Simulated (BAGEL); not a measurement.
# C2H4AlF (SMILES C=[CH][AlH][F]) at B3LYP/cc-pVDZ (density fitting with qzvpp-jkfit)

What is the energy change on altering one bond length of C2H4AlF at B3LYP/cc-pVDZ (density fitting with qzvpp-jkfit)? 

Program for the calculation: BAGEL 1.2.2.

4 further runs of the same task are left out: 4 set aside as unsound or not needed.

**1. The molecule**

The species is C2H4AlF (8 atoms), meant as a singlet with charge 0. SMILES: `C=[CH][AlH][F]`. Geometry: relaxed at PBE0-D4/def2-TZVP. This is one conformer, not always the lowest.

Bond lengths: C1–C2 1.336 Å, C2–Al3 1.926 Å, Al3–F4 1.652 Å, C1–H5 1.089 Å, C1–H6 1.089 Å, C2–H7 1.089 Å, Al3–H8 1.578 Å. Angles: C1–C2–Al3 117.9°, C2–Al3–F4 120.4°, C1–C2–H7 117.5°, Al3–C2–H7 124.6°, C2–C1–H5 121.9°, C2–C1–H6 123.0°, C2–Al3–H8 121.7°, F4–Al3–H8 117.9°, H5–C1–H6 115.1°.

**2. A single-point energy at B3LYP/cc-pVDZ (density fitting with qzvpp-jkfit)**

calc.json

```json
{ "bagel": [

{
  "title": "molecule",
  "basis": "cc-pvdz.json",
  "df_basis": "qzvpp-jkfit",
  "angstrom": true,
  "geometry": [
    { "atom": "C", "xyz": [       0.611900,       1.238300,      -0.082900 ] },
    { "atom": "C", "xyz": [      -0.207300,       0.389100,       0.543300 ] },
    { "atom": "Al", "xyz": [      -0.435800,      -1.365900,      -0.215900 ] },
    { "atom": "F", "xyz": [      -1.430800,      -2.467800,       0.507700 ] },
    { "atom": "H", "xyz": [       1.139800,       0.961500,      -0.994300 ] },
    { "atom": "H", "xyz": [       0.802500,       2.249300,       0.272800 ] },
    { "atom": "H", "xyz": [      -0.698800,       0.740100,       1.449200 ] },
    { "atom": "H", "xyz": [       0.310600,      -1.801800,      -1.535700 ] }
  ]
},

{ "title": "ks", "xc_func": "b3lyp" },

{ "title": "print", "file": "orbitals.molden", "orbitals": true }

]}
```

The basis set cc-pVDZ is read from a file made from the Basis Set Exchange's data (not shown).

Started as:

```sh
$ BAGEL_NUM_THREADS=1 BAGEL calc.json > calc.out
```

Log:

```text
* using 1 threads per process

  ===============================================================
  ===============================================================

  *** Geometry ***

  { "atom" : "C", "xyz" : [      1.156323,      2.340048,     -0.156658 ] },
  { "atom" : "C", "xyz" : [     -0.391740,      0.735292,      1.026688 ] },
  { "atom" : "Al", "xyz" : [     -0.823543,     -2.581177,     -0.407992 ] },
  { "atom" : "F", "xyz" : [     -2.703820,     -4.663466,      0.959414 ] },
  { "atom" : "H", "xyz" : [      2.153910,      1.816972,     -1.878955 ] },
  { "atom" : "H", "xyz" : [      1.516505,      4.250561,      0.515517 ] },
  { "atom" : "H", "xyz" : [     -1.320541,      1.398586,      2.738591 ] },
  { "atom" : "H", "xyz" : [      0.586949,     -3.404909,     -2.902052 ] },

  Number of auxiliary basis functions:      427

  Since a DF basis is specified, we compute 2- and 3-index integrals:
    o Being stored without compression. Storage requirement is 0.022 GB

  Number of basis functions:       80
  Number of electrons      :       38

    * METHOD: MOLECULE                             0.15

  *** Kohn-Sham DFT ***

    * Removing 13454 points whose weight is below 1.00e-10
    * Grid points: 105794

  === Nuclear Repulsion ===
   136.2234026908

       - DIIS with orbital gradients will be used.

  === KS iteration (b3lyp / cc-pvdz.json) ===
      0       -396.57769390          0.09631650           0.24
      1       -365.24198639          0.17227429           0.24
      2       -328.70877440          0.28814924           0.24
      3       -402.38667893          0.10395794           0.24
      4       -418.40745272          0.06671261           0.24
      5       -404.31728333          0.09380330           0.24
      6       -420.59062821          0.02860248           0.24
      7       -420.87892089          0.01370806           0.24
      8       -420.94484822          0.00434646           0.24
      9       -420.95011256          0.00278792           0.24
     10       -420.95546964          0.00043788           0.24
     11       -420.95559107          0.00006344           0.24
     12       -420.95559332          0.00001761           0.24
     13       -420.95559342          0.00001030           0.24
     14       -420.95559346          0.00000138           0.24
     15       -420.95559346          0.00000062           0.24
     16       -420.95559346          0.00000011           0.24
     17       -420.95559346          0.00000004           0.24
     18       -420.95559346          0.00000001           0.24
     19       -420.95559346          0.00000000           0.24
    * SCF iteration converged.

    * Permanent dipole moment:
           (   -0.389631,    -0.713562,     0.109409) a.u.

    * METHOD: KS                                   5.14

    * METHOD: PRINT                                0.01

  ===============================================================
```

Run time: 5.7 s. Hardware: 1 thread of Arm Neoverse V2, shared host; peak memory 0.39 GiB.

**3. The distorted shape, same level**

input.json

```json
{ "bagel" : [

{
  "title" : "molecule",
  "basis" : "cc-pvdz.json",
  "df_basis" : "qzvpp-jkfit",
  "angstrom" : true,
  "geometry" : [
    { "atom" : "C", "xyz" : [       1.005103,       0.957498,      -0.807626 ] },
    { "atom" : "C", "xyz" : [       0.185903,       0.108298,      -0.181426 ] },
    { "atom" : "Al", "xyz" : [      -0.042597,      -1.646702,      -0.940626 ] },
    { "atom" : "F", "xyz" : [      -1.037597,      -2.748602,      -0.217026 ] },
    { "atom" : "H", "xyz" : [       1.533003,       0.680698,      -1.719026 ] },
    { "atom" : "H", "xyz" : [       1.195703,       1.968498,      -0.451926 ] },
    { "atom" : "H", "xyz" : [      -0.698800,       0.740100,       1.449200 ] },
    { "atom" : "H", "xyz" : [       0.703803,      -2.082602,      -2.260426 ] }
  ]
},

{ "title" : "ks", "xc_func" : "b3lyp" },

{ "title" : "print", "file" : "orbitals.molden", "orbitals" : true }

]}
```

The basis set cc-pVDZ is read from a file made from the Basis Set Exchange's data (not shown).

Started as:

```sh
$ BAGEL_NUM_THREADS=1 BAGEL input.json > input.out
```

Log:

```text
* using 1 threads per process

  ===============================================================
  ===============================================================

  *** Geometry ***

  { "atom" : "C", "xyz" : [      1.899369,      1.809409,     -1.526192 ] },
  { "atom" : "C", "xyz" : [      0.351306,      0.204654,     -0.342845 ] },
  { "atom" : "Al", "xyz" : [     -0.080497,     -3.111816,     -1.777526 ] },
  { "atom" : "F", "xyz" : [     -1.960774,     -5.194105,     -0.410120 ] },
  { "atom" : "H", "xyz" : [      2.896956,      1.286333,     -3.248488 ] },
  { "atom" : "H", "xyz" : [      2.259551,      3.719922,     -0.854016 ] },
  { "atom" : "H", "xyz" : [     -1.320541,      1.398586,      2.738591 ] },
  { "atom" : "H", "xyz" : [      1.329995,     -3.935547,     -4.271586 ] },

  Number of auxiliary basis functions:      427

  Since a DF basis is specified, we compute 2- and 3-index integrals:
    o Being stored without compression. Storage requirement is 0.022 GB

  Number of basis functions:       80
  Number of electrons      :       38

    * METHOD: MOLECULE                             0.15

  *** Kohn-Sham DFT ***

    * Removing 12718 points whose weight is below 1.00e-10
    * Grid points: 106530

  === Nuclear Repulsion ===
   133.7064492250

       - DIIS with orbital gradients will be used.

  === KS iteration (b3lyp / cc-pvdz.json) ===
      0       -397.04328026          0.09658193           0.24
      1       -369.79208542          0.14857484           0.24
      2       -328.27802512          0.23142426           0.24
      3       -403.76881102          0.09705229           0.24
      4       -417.96093988          0.06313992           0.24
      5       -403.87449258          0.09016062           0.24
      6       -420.28899688          0.03212517           0.25
      7       -420.67804888          0.01651867           0.24
      8       -420.75701524          0.01084972           0.24
      9       -420.81321253          0.00551544           0.24
     10       -420.83435294          0.00065917           0.24
     11       -420.83450139          0.00050683           0.24
     12       -420.83467683          0.00010215           0.24
     13       -420.83468541          0.00003278           0.24
     14       -420.83468592          0.00001173           0.24
     15       -420.83468600          0.00000333           0.24
     16       -420.83468601          0.00000037           0.24
     17       -420.83468601          0.00000007           0.24
     18       -420.83468601          0.00000008           0.24
     19       -420.83468601          0.00000001           0.24
     20       -420.83468601          0.00000000           0.24
    * SCF iteration converged.

    * Permanent dipole moment:
           (   -0.647304,    -0.563094,     0.563676) a.u.

    * METHOD: KS                                   5.43

    * METHOD: PRINT                                0.01

  ===============================================================
```

It took 6 s on 1 thread of Arm Neoverse V2, shared host; peak memory 0.39 GiB.

**4. Outcome**

Level: B3LYP/cc-pVDZ (density fitting with qzvpp-jkfit).

```
                                                         quantity          value
                                        first shape: total energy  -420.95559 Eh
                                       first shape: dipole moment         2.09 D
                                         first shape: HOMO energy       -8.02 eV
                                         first shape: LUMO energy       -1.52 eV
                                       first shape: HOMO–LUMO gap        6.50 eV
                                    distorted shape: total energy  -420.83469 Eh
                                   distorted shape: dipole moment         2.61 D
                                     distorted shape: HOMO energy       -7.40 eV
                                     distorted shape: LUMO energy       -2.17 eV
                                   distorted shape: HOMO–LUMO gap        5.23 eV
energy change with the C2–H7 bond stretched from 1.089 to 1.960 Å       3.290 eV
```

In words: With the C2–H7 bond stretched from 1.089 to 1.960 Å the energy rises by 3.29 eV (317 kJ/mol). The first shape isn't relaxed at this level, so the change isn't measured from a minimum.
